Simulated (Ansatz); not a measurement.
# NaLaMnMoO6 (I-4) in Ansatz: further runs

One crystal, NaLaMnMoO6, is run at these levels: PBE; tasks: relaxation of cell and atoms.

Everything below comes from runs of Ansatz 0.2.0. Logs are shortened: lines on timing, memory, paths and dates and some standing lists are left out, and cuts for length are marked.

## (1) Starting point

Symmetry: I-4, No. 82, tetragonal system. The conventional cell has a = 5.446 Å, b = 5.446 Å, c = 7.798 Å, α = 90.00°, β = 90.00°, γ = 90.00°. Na (site symmetry -4) has 8 O at 2.51 to 2.72 Å as nearest neighbours. Around La (site symmetry -4) lie 8 O at 2.51 to 2.72 Å. Around Mn (site symmetry -4) lie 6 O at 1.93 to 1.94 Å. Around Mo (site symmetry -4) lie 6 O at 1.96 to 1.97 Å. O (site symmetry 1) is surrounded by 1 Mn at 1.94 Å and 1 Mo at 1.97 Å. O (site symmetry 2) has 1 Mn at 1.93 Å and 1 Mo at 1.96 Å as nearest neighbours.

The cell was built by a generator and needn't be a form met in nature.

## (2) Relaxation of cell and atoms, PBE, collinear spin, ferromagnetic start, target pressure 10 GPa, at which the enthalpy is minimised

input.yaml reads:

```yaml
crystal:
  lattice:
    - [-2.72294, 2.72294, 3.89889]
    - [2.72294, -2.72294, 3.89889]
    - [2.72294, 2.72294, -3.89889]
  atoms:
    - { symbol: Na, position: [0.25, 0.75, 0.5] }
    - { symbol: La, position: [0.75, 0.25, 0.5] }
    - { symbol: Mn, position: [0.5, 0.5, 0.0], spin: 4.0 }
    - { symbol: Mo, position: [0.0, 0.0, 0.0], spin: 1.0 }
    - { symbol: O, position: [0.20766, 0.29607, 0.50371] }
    - { symbol: O, position: [0.29605, 0.79234, 0.08841] }
    - { symbol: O, position: [0.79236, 0.70395, 0.49629] }
    - { symbol: O, position: [0.70393, 0.20764, 0.91159] }
    - { symbol: O, position: [0.25194, 0.25194, 0.0] }
    - { symbol: O, position: [0.74806, 0.74806, 0.0] }
hamiltonian:
  xc: pbe
  pseudopotentials: { kind: paw }
magnetization:
  spin_polarized: true
kpoints:
  mp_grid: { grid: [5, 5, 5] }
scf:
  occupations: { method: fermi_dirac, width: 0.05 }
output:
  forces: true
  stress: true
  eigenvalues: true
relax:
  f_tol: 0.01
  max_steps: 40
  cell: { stress_tol: 0.05, p_target: 10.0 }
```

Potentials or basis: Ansatz PAW.

Started as:

```bash
$ ansatz run input.yaml --threads 8 --pin off --max-ram 20480MiB --backend cpu --events-out ev --progress --plain --runs-dir out
```

Log:

```text
Warning: RAYON_NUM_THREADS=8 ignored (pool sized by the plan → 8); use --threads N
Engine: ansatz 0.2.0, x86_64-unknown-linux-gnu
Pseudopotentials: kind: paw
Pseudopotential: Na, paw, valence charge 9, recommended cutoff 420 eV (normal), Na.paw.azcp
Pseudopotential: La, paw, valence charge 11, recommended cutoff 420 eV (normal), La.paw.azcp
Pseudopotential: Mn, paw, valence charge 15, recommended cutoff 420 eV (normal), Mn.paw.azcp
Pseudopotential: Mo, paw, valence charge 14, recommended cutoff 420 eV (normal), Mo.paw.azcp
Pseudopotential: O, paw, valence charge 6, recommended cutoff 420 eV (normal), O.paw.azcp
Functional definition: PBE
  parameter kappa = 0.804
  parameter beta = 0.06672455060314922
  exchange = pbe_x(kappa = kappa, mu = beta*pi^2/3)
  correlation = pbe_c(beta = beta)
Crystal: 10 atoms, lattice volume = 115.632 Å³
Basis set: ecut = 420 eV, 2245 PW (Γ), exchange–correlation on 80×80×80 points (8 copies of the dense FFT grid, shifted against one another)
Bands: 55, of which v1, the nominal top of the filled ones, is band 43 counted from 1 (42 counted from 0)
Symmetry: 4 space group operations
Space group: I-4 (ITA 82), of the structure as read, at distance tolerance 4.9e-5 Å
Magnetic group: BNS 82.39 (UNI 699), of the structure as read, at distance tolerance 4.9e-5 Å
k-points: 21 of 125 (time reversal used)
Non-local potential: Na, projectors of the file, l = 0: 3, l = 1: 2, l = 2: 1
Non-local potential: La, projectors of the file, l = 0: 3, l = 1: 2, l = 2: 2, l = 3: 3
Non-local potential: Mn, projectors of the file, l = 0: 3, l = 1: 2, l = 2: 3, l = 3: 1
Non-local potential: Mo, projectors of the file, l = 0: 3, l = 1: 2, l = 2: 2, l = 3: 1
Non-local potential: O, projectors of the file, l = 0: 2, l = 1: 2, l = 2: 1
PAW form: soft (Blöchl's): semilocal exchange-correlation on the pseudo side does not see the compensation charge
PAW one-centre angular grid: Na, 110 points (default); XC on 64 Gauss nodes
PAW one-centre angular grid: La, 590 points (default); XC on 64 Gauss nodes
PAW one-centre angular grid: Mn, 590 points (default); XC on 64 Gauss nodes
PAW one-centre angular grid: Mo, 590 points (default); XC on 64 Gauss nodes
PAW one-centre angular grid: O, 110 points (default); XC on 64 Gauss nodes
Initial density: superposition of atomic densities (chi_scale 0.1, normalization cell, long waves kept (reshape's long-wave potential 0.00 eV rms))
Starting moments: Σ|m| = 5 μB on 2 of 10 sites
Initial wavefunctions: pseudopotential atomic-orbital guess
Functional: x = pbe(κ = 0.804, μ = 0.2195149727645171), c = pbe(β = 0.06672455060314922)
SCF iter   1: F=—  HF=-20003.157826 eV  |F-HF|=—  |Δ(HF+E_count)|=         —  Δρ=8.09e-2 (↑8.09e-2 ↓5.13e-2)  dr2=3.57e1  dr2_m=4.22e-1  M=4.197 μB ∫|m|=4.303 μB  β_m=0.30  ethr=3.10e-3  ⟨swp⟩=6.0  Hψ=7769  notcnv=0
Mixer restart at iter 1: flushing history
preconditioner: auto → Kerker (q_TF=auto, 2.592 Å⁻¹)  [metal: Δε(μ)=0.014 eV  Ē_g=11.414 eV  σ=0.050 eV  W_gap=0.07  n_scr=26 (ndim 8)  ℏωp=27.8 eV  f_vac=0.000  D(μ)=6.02/eV (n_scr^D=58)]
spin=Collinear: Kerker preconditioning applied to the charge; magnetization (m = ρ↑ − ρ↓) channel mixes plain (no charge-response kernel on spin).
SCF iter   2: F=—  HF=-20004.145263 eV  |F-HF|=—  |Δ(HF+E_count)|=   9.87e-1  Δρ=4.31e-2 (↑4.31e-2 ↓3.16e-2)  dr2=1.27e1  dr2_m=9.70e-2  M=4.015 μB ∫|m|=4.122 μB  β_m=0.46  ethr=3.10e-3  ⟨swp⟩=3.0  Hψ=5179  notcnv=0  defer=21
[... 194 lines left out ...]
preconditioner: auto → Kerker (q_TF=auto, 2.439 Å⁻¹)  [metal: Δε(μ)=0.011 eV  Ē_g=12.198 eV  σ=0.050 eV  W_gap=0.05  n_scr=26 (ndim 8)  ℏωp=28.7 eV  f_vac=0.010  D(μ)=4.02/eV (n_scr^D=26)]
spin=Collinear: Kerker preconditioning applied to the charge; magnetization (m = ρ↑ − ρ↓) channel mixes plain (no charge-response kernel on spin).
SCF iter   2: F=—  HF=-20003.488173 eV  |F-HF|=—  |Δ(HF+E_count)|=   6.04e-7  Δρ=2.95e-6 (↑2.95e-6 ↓2.91e-6)  dr2=1.12e-8  dr2_m=2.20e-10  M=1.244 μB ∫|m|=3.070 μB  β_m=0.54  ethr=5.02e-11  ⟨swp⟩=3.0  Hψ=4497  notcnv=0
SCF iter   3: F=—  HF=-20003.488173 eV  |F-HF|=—  |Δ(HF+E_count)|=   7.37e-9  Δρ=1.48e-6 (↑1.45e-6 ↓1.48e-6)  dr2=3.24e-9  dr2_m=1.57e-11  M=1.244 μB ∫|m|=3.070 μB  β_m=0.77  ethr=1.32e-11  ⟨swp⟩=2.4  Hψ=3584  notcnv=0
SCF iter   4: F=—  HF=-20003.488173 eV  |F-HF|=—  |Δ(HF+E_count)|=   2.49e-9  Δρ=2.42e-7 (↑2.42e-7 ↓1.91e-7)  dr2=4.58e-10  dr2_m=5.27e-12  M=1.244 μB ∫|m|=3.070 μB  β_m=0.86  ethr=3.81e-12  ⟨swp⟩=2.0  Hψ=3188  notcnv=0
SCF iter   5: F=—  HF=-20003.488173 eV  |F-HF|=—  |Δ(HF+E_count)|=  4.00e-11  Δρ=1.92e-7 (↑1.92e-7 ↓1.23e-7)  dr2=1.81e-10  dr2_m=6.32e-12  M=1.244 μB ∫|m|=3.070 μB  β_m=0.90  ethr=1.00e-12  ⟨swp⟩=2.1  Hψ=2873  notcnv=0
SCF iter   6: F=—  HF=-20003.488173 eV  |F-HF|=—  |Δ(HF+E_count)|=  4.37e-11  Δρ=1.31e-7 (↑9.31e-8 ↓1.31e-7)  dr2=6.69e-11  dr2_m=8.64e-13  M=1.244 μB ∫|m|=3.070 μB  β_m=0.88  ethr=1.00e-12  ⟨swp⟩=2.0  Hψ=2978  notcnv=0
SCF iter   7: F=-20003.488173 eV  HF=-20003.488173 eV  |F-HF|=7.28e-11  |Δ(HF+E_count)|=  1.46e-11  Δρ=1.71e-7 (↑4.83e-8 ↓1.71e-7)  dr2=8.28e-11  dr2_m=5.20e-12  M=1.244 μB ∫|m|=3.070 μB  ethr=1.00e-12  ⟨swp⟩=3.0  Hψ=6989  notcnv=0
the starting moments were not kept: 1 of 2 ended reversed and 1 kept their direction, counting a site from 0.1 μB. The largest reversed, site 3 (counted from 0, in the order of the report's site_moments_mub), started with +1.0 μB and closes at -4.5e-1 μB in its sphere.
SCF 11 converged in 7 iterations: F = -20003.488173 eV  dr2 = 8.28e-11
relax step  11: F+E_penalty+E_count = -20003.48817275 eV  Δ(F+E_penalty+E_count) = +7.839e-4 eV  max|allowed force component| = 8.310e-3 eV/Å  Δτ_max = 0.0000 Å  P = +10.009 GPa  Ω = 109.167 Å³  stress off target by 1.40e-2 GPa  SCF on the basis re-selected at this cell (its energy is not comparable with the rows above)  (7 SCF iters)
basis re-selected at this cell: Δ(F+E_penalty+E_count) = +7.839e-4 eV, ΔP = -0.008 GPa vs the last step (what re-selecting the basis moved, of the pressure what is left beyond the Pulay correction that the steps carried, after the strain that the cell walked since its last selection, with what the two solves' SCF thresholds leave and, on support functions, any second-order correction that the steps lacked; it is no measure of the basis error at this ecutwfc). This SCF's stress stands 1.40e-2 GPa from its target on what of the cell is left free (relax.cell.stress_tol is 5.00e-2 GPa) and its largest allowed force component is 8.31e-3 eV/Å (relax.f_tol is 1.00e-2 eV/Å): within both
SCF converged after 7 iterations
Magnetization: 1.2442 μB (43.1221 up, 41.8779 down)
Absolute magnetization: 3.0762 μB (∫|ρ↑−ρ↓|, with the PAW one-centre terms)
Spin contamination: 0.6999 ħ² per cell (⟨S²⟩ above its minimum at these occupations)
Per-site moments (μB) at R_I (Å): [(0.0004989318836256097, 1.0096216437981331), (-0.018371365044217935, 1.0249212276140243), (1.739996821664246, 0.7787935295169833), (-0.44877388931122847, 0.8017457457216447), (0.01112488271367977, 0.7787935295169833), (0.011124882713679807, 0.7787935295169833), (0.011124882713679948, 0.7787935295169837), (0.011124882713680086, 0.7787935295169833), (0.004231676487723087, 0.7796295954382003), (0.004231676487723232, 0.7796295954382007)]
Free energy (F): -20003.488173 eV
Harris-Foulkes:  -20003.488173 eV  (|F-HF|=7.28e-11)
Internal energy: -20003.456347 eV  (E = F + TS)
E sigma→0 (E₀):  -20003.472260 eV
Entropy (-TS):   -0.031826 eV (-3.183 meV/atom)
Fermi energy:    13.567956 eV
--- Per-component energies (eV) ---
  E_band       = -503.817973
  E_kinetic    = 2118.477570
  E_local      = -6516.133819  (includes V_loc(G=0)·N_el)
  E_nonlocal   = 879.761366
  E_hartree    = 2455.364141
  E_xc         = -922.649024
  E_vxc        = -1143.305267  (∫ρ·V_xc dr)
  E_paw        = -11126.199359  (= ΣΔE_a)
  E_vpaw       = -753.360513  (= ΣTr[D̂ρ^β])
  E_aug_tail   = 0.014761  (compensation charges beyond the density's cutoff)
  E_ewald      = -6892.091983
  E_smearing   = -0.031826  (= −TS)
  E_closure    = 0.000000  (closes the sum)
  Σ components = -20003.488173   (vs F -20003.488173, Δ=0.00e0)
--- Forces (eV/Å), atoms counted from 1 ---
  atom   1  Na     0.00000000     0.00000000    -0.00000000
  atom   2  La     0.00000000     0.00000000    -0.00000000
  atom   3  Mn     0.00000000     0.00000000     0.00000000
  atom   4  Mo     0.00000000     0.00000000    -0.00000000
  atom   5  O     -0.00630926    -0.00831044     0.00174679
  atom   6  O      0.00831044    -0.00630926    -0.00174679
  atom   7  O      0.00630926     0.00831044     0.00174679
  atom   8  O     -0.00831044     0.00630926    -0.00174679
  atom   9  O     -0.00000000    -0.00000000    -0.00731766
  atom  10  O      0.00000000     0.00000000     0.00731766
  max |Σ_I F_I| component: 7.63e-17 eV/Å
--- Stress (GPa, compression-positive) ---
       10.014028      -0.000000       0.000000
        0.000000      10.014028      -0.000000
        0.000000      -0.000000       9.998460
  P = ⅓ Tr σ = 10.0088 GPa (100.088 kbar)
--- Band table (eV; the first three rows and the last of 42) ---
  k-point 0 ↑: bands = ["-68.1699", "-49.2976", "-38.4055", "-36.9356", "-36.9356", "-36.8714", "-23.4897", "-23.4897", "-23.4708", "-19.1349", "-10.3496", "-10.3496", "-10.3250", "-6.9283", "-6.1975", "-5.9594", "-5.5185", "-5.5185", "-5.4762", "-3.1099", "-3.1099", "-2.8693", "5.5176", "5.6771", "5.7476", "6.4479", "6.6280", "6.6280", "7.9056", "7.9056", "7.9317", "9.2772", "9.4363", "9.4363", "10.1975", "10.3519", "10.3519", "10.3752", "10.4660", "10.4660", "10.9150", "11.2032", "11.2032", "13.1886", "13.6789", "14.4722", "14.4722", "14.8726", "15.8783", "15.9060", "15.9060", "15.9718", "15.9878", "16.2044", "16.2044"]
  k-point 1 ↑: bands = ["-68.1699", "-49.2976", "-38.4055", "-36.9356", "-36.9356", "-36.8714", "-23.4913", "-23.4901", "-23.4711", "-19.1272", "-10.3547", "-10.3516", "-10.3263", "-6.9386", "-6.2044", "-5.9773", "-5.7443", "-5.6132", "-5.5505", "-2.8655", "-2.7862", "-2.6443", "5.4711", "5.6988", "6.2483", "6.4923", "6.7371", "6.8785", "7.2310", "7.7994", "7.8193", "8.6763", "8.8418", "9.0183", "9.3766", "9.9522", "9.9732", "10.2932", "10.3201", "10.7345", "11.0357", "11.7228", "11.7694", "13.4809", "14.2336", "14.4048", "14.4501", "14.8953", "15.8119", "15.8477", "15.9051", "15.9423", "15.9505", "16.1009", "16.1267"]
  k-point 2 ↑: bands = ["-68.1699", "-49.2976", "-38.4055", "-36.9356", "-36.9356", "-36.8714", "-23.4936", "-23.4907", "-23.4715", "-19.1147", "-10.3651", "-10.3548", "-10.3284", "-7.0654", "-6.2709", "-6.0238", "-5.8757", "-5.7773", "-5.5374", "-2.4873", "-2.3333", "-2.2442", "5.1248", "5.6774", "5.8196", "6.0799", "7.1370", "7.2597", "7.7233", "7.7935", "8.1392", "8.2226", "8.2524", "8.5236", "8.6842", "9.3518", "9.5302", "10.0448", "10.0496", "10.7810", "10.9177", "12.1245", "12.2585", "13.5176", "14.3347", "14.6165", "14.7039", "14.8332", "15.7426", "15.7672", "15.8717", "15.9033", "15.9339", "16.0449", "16.0595"]
  k-point 20 ↓: bands = ["-65.9684", "-49.8200", "-38.4050", "-34.7990", "-34.7608", "-34.7608", "-24.0635", "-24.0422", "-24.0415", "-19.1278", "-10.3555", "-10.3529", "-10.3395", "-7.0671", "-6.4372", "-5.9977", "-5.7666", "-5.6885", "-5.4536", "-2.6082", "-2.4271", "-2.1077", "5.2153", "5.8989", "5.9197", "6.3399", "6.9435", "7.0846", "7.4059", "7.7710", "8.0399", "8.2320", "8.6813", "9.0912", "9.1775", "9.2710", "9.4982", "9.6256", "10.0317", "10.4876", "12.6841", "13.8567", "13.9090", "14.2393", "14.3539", "14.3901", "15.2259", "15.2840", "15.7941", "15.8368", "15.8604", "15.8796", "15.8893", "15.9951", "16.0836"]
--- Relaxed structure (9 steps of the walk, 9 accepted, 2 SCFs on fresh bases) ---
  F+E_penalty+E_count = -20003.48817275 eV   max|allowed force component| = 8.310e-3 eV/Å   (the final SCF, on the basis selected at the relaxed cell)
  cell:  # Å, volume = 109.1672 Å³
    - [-2.666980554666765, 2.666980554666765, 3.8370066097725837]
    - [2.666980554666765, -2.666980554666765, 3.8370066097725837]
    - [2.666980554666765, 2.666980554666765, -3.8370066097725837]
  atoms:
    - { symbol: Na, position: [0.25, 0.7500000000000002, 0.5000000000000001] }
    - { symbol: La, position: [0.7500000000000002, 0.25, 0.5000000000000001] }
    - { symbol: Mn, position: [0.5000000000000001, 0.5000000000000001, 9.431731496378914e-20] }
    - { symbol: Mo, position: [6.290978696400856e-20, 3.2797926513827596e-20, 9.431731496379048e-20] }
    - { symbol: O, position: [0.21222630450892654, 0.3014798983909985, 0.5074934587841071] }
    - { symbol: O, position: [0.2952671542751808, 0.7877736954910737, 0.08925359388207194] }
    - { symbol: O, position: [0.7939864396068914, 0.7047328457248195, 0.492506541215893] }
    - { symbol: O, position: [0.6985201016090014, 0.20601356039310856, 0.9107464061179279] }
    - { symbol: O, position: [0.25371281148662633, 0.25371281148662633, 9.431731496379042e-20] }
    - { symbol: O, position: [0.746287188513374, 0.746287188513374, 9.431731496378945e-20] }
```

Run time: 42 s. Hardware: 8 threads of Intel Xeon Platinum 8488C (Sapphire Rapids), shared host; peak memory 0.9 GiB.

Results:

```yaml
Free_energy: -20003.4882 eV
Relaxed_volume: 10.92 Å³/atom
Relaxed_cell: a = 5.380 Å, b = 5.380 Å, c = 5.380 Å, α = 120.57°, β = 120.57°, γ = 89.02°
Space_group_after_relaxing_to_0.05_Å: I-4 (No. 82)
Energy_change_on_relaxing_the_enthalpy_is_what_falls: +19.5 meV/atom
Ionic_steps: 11
Pressure_after_relaxing: 10.0 GPa
Largest_force_after_relaxing: 0.011 eV/Å
Band_gap_on_the_k_mesh: none (metal or under the smearing width)
Net_moment: 1.24 μB per cell
Absolute_moment: 3.08 μB per cell
Site_moments: Na +0.00; La -0.02; Mn +1.74; Mo -0.45; O +0.01, +0.00 μB
```

Forces in eV/Å, atoms in the order of the input:
```
Na   0.000  0.000  0.000
La   0.000  0.000  0.000
Mn   0.000  0.000  0.000
Mo   0.000  0.000  0.000
O   -0.006 -0.008  0.002
O    0.008 -0.006 -0.002
O    0.006  0.008  0.002
O   -0.008  0.006 -0.002
O    0.000  0.000 -0.007
O    0.000  0.000  0.007
```

Step by step:
```csv
step,energy change (eV),largest force (eV/Å),volume (Å³)
1,0.0000,0.1185,115.63
2,0.1486,0.4583,110.12
3,0.1539,0.1749,109.68
4,0.1601,0.0330,109.47
5,0.1577,0.0310,109.49
6,0.1639,0.0393,109.37
7,0.1653,0.0104,109.35
8,0.1641,0.0021,109.37
9,0.1826,0.0023,109.37
10,0.1940,0.0105,109.17
11,0.1948,0.0106,109.17
```

Final structure:
```yaml
crystal:
  lattice:
    - [-2.66698, 2.66698, 3.83701]
    - [2.66698, -2.66698, 3.83701]
    - [2.66698, 2.66698, -3.83701]
  atoms:
    - { symbol: Na, position: [0.25000, 0.75000, 0.50000] }
    - { symbol: La, position: [0.75000, 0.25000, 0.50000] }
    - { symbol: Mn, position: [0.50000, 0.50000, 0.00000] }
    - { symbol: Mo, position: [0.00000, 0.00000, 0.00000] }
    - { symbol: O, position: [0.21223, 0.30148, 0.50749] }
    - { symbol: O, position: [0.29527, 0.78777, 0.08925] }
    - { symbol: O, position: [0.79399, 0.70473, 0.49251] }
    - { symbol: O, position: [0.69852, 0.20601, 0.91075] }
    - { symbol: O, position: [0.25371, 0.25371, 0.00000] }
    - { symbol: O, position: [0.74629, 0.74629, 0.00000] }
```

Caveat: the plane-wave basis is chosen anew once the cell has moved, so the energies of steps on either side of that aren't comparable; the pressure holds a Pulay correction of +0.7 GPa for the finite cutoff; a cell with one magnetic atom can't hold antiferromagnetic order, which such compounds often take; semilocal functionals often make such compounds metallic where correlation or magnetic order opens a gap, which also shifts bond lengths; the starting moments weren't kept. With open d or f shells a metallic result of PBE can be an artefact of self-interaction; +U or a hybrid may open a gap.

## (3) Relaxation of cell and atoms, PBE, collinear spin, ferromagnetic start, target pressure 20 GPa, at which the enthalpy is minimised

input.yaml: that of step 2 with these lines changed.

```diff
@@ -32,2 +32,2 @@
   max_steps: 40
-  cell: { stress_tol: 0.05, p_target: 10.0 }
+  cell: { stress_tol: 0.05, p_target: 20.0 }
```

Potentials or basis: Ansatz PAW.

Started as:

```bash
$ ansatz run input.yaml --threads 8 --pin off --max-ram 20480MiB --backend cpu --events-out ev --progress --plain --runs-dir out
```

It took 42 s on 8 threads of Intel Xeon Platinum 8488C (Sapphire Rapids), shared host; peak memory 0.89 GiB.

The run converged. Its results:

* Free energy: -20003.0630 eV
* Relaxed volume: 10.46 Å³/atom
* Relaxed cell: a = 5.309 Å, b = 5.309 Å, c = 5.309 Å, α = 120.76°, β = 120.76°, γ = 88.69°
* Space group after relaxing (to 0.05 Å): I-4 (No. 82)
* Energy change on relaxing (the enthalpy is what falls): +62.0 meV/atom
* Ionic steps: 11
* Pressure after relaxing: 20.0 GPa
* Band gap on the k mesh: none (metal or under the smearing width)
* Net moment: 1.12 μB per cell
* Absolute moment: 2.90 μB per cell
* Site moments: Na +0.00; La -0.02; Mn +1.60; Mo -0.43; O +0.01, +0.00 μB

The path:
```
step  energy change (eV)  largest force (eV/Å)  volume (Å³)
   1              0.0000                0.1185       115.63
   2              0.6819                0.8344       104.61
   3              0.5335                0.3241       105.23
   4              0.5910                0.1119       104.60
   5              0.5675                0.0276       104.79
   6              0.5693                0.0103       104.77
   7              0.5701                0.0021       104.76
   8              0.5697                0.0010       104.77
   9              0.5950                0.0008       104.77
  10              0.6187                0.0011       104.57
  11              0.6199                0.0012       104.57
```

Final structure:
```xyz
10
Lattice="-2.6241 2.6241 3.7965 2.6241 -2.6241 3.7965 2.6241 2.6241 -3.7965" Properties=species:S:1:pos:R:3 pbc="T T T"
Na    2.6241    0.0000    1.8983
La    0.0000    2.6241    1.8983
Mn    0.0000    0.0000    3.7965
Mo    0.0000    0.0000    0.0000
O     1.5867    1.0825    0.0432
O     1.5415   -1.0374    3.7533
O     1.0374    1.5415    3.8398
O     1.0825    3.6615   -0.0432
O     0.0000    0.0000    1.9304
O     0.0000    0.0000    5.6626
```

Levels at points of the mesh, in eV from the Fermi level:
Spin up:
```
           k point  band 41  band 42  band 43  band 44  band 45  band 46
(0.00, 0.00, 0.00)    -2.65    -2.35    -2.35    -0.28     0.33     0.96
```
Spin down:
| k point | band 39 | band 40 | band 41 | band 42 | band 43 | band 44 | band 45 | band 46 |
| --- | --- | --- | --- | --- | --- | --- | --- | --- |
| (0.00, 0.00, 0.00) | -3.09 | -3.09 | -1.54 | -1.54 | -1.54 | 0.55 | 1.07 | 1.36 |

Caveat: the plane-wave basis is chosen anew once the cell has moved, so the energies of steps on either side of that aren't comparable; the pressure holds a Pulay correction of +0.7 GPa for the finite cutoff; a cell with one magnetic atom can't hold antiferromagnetic order, which such compounds often take; semilocal functionals often make such compounds metallic where correlation or magnetic order opens a gap, which also shifts bond lengths; the starting moments weren't kept. Spin-orbit coupling is left out, which matters for the levels of La.
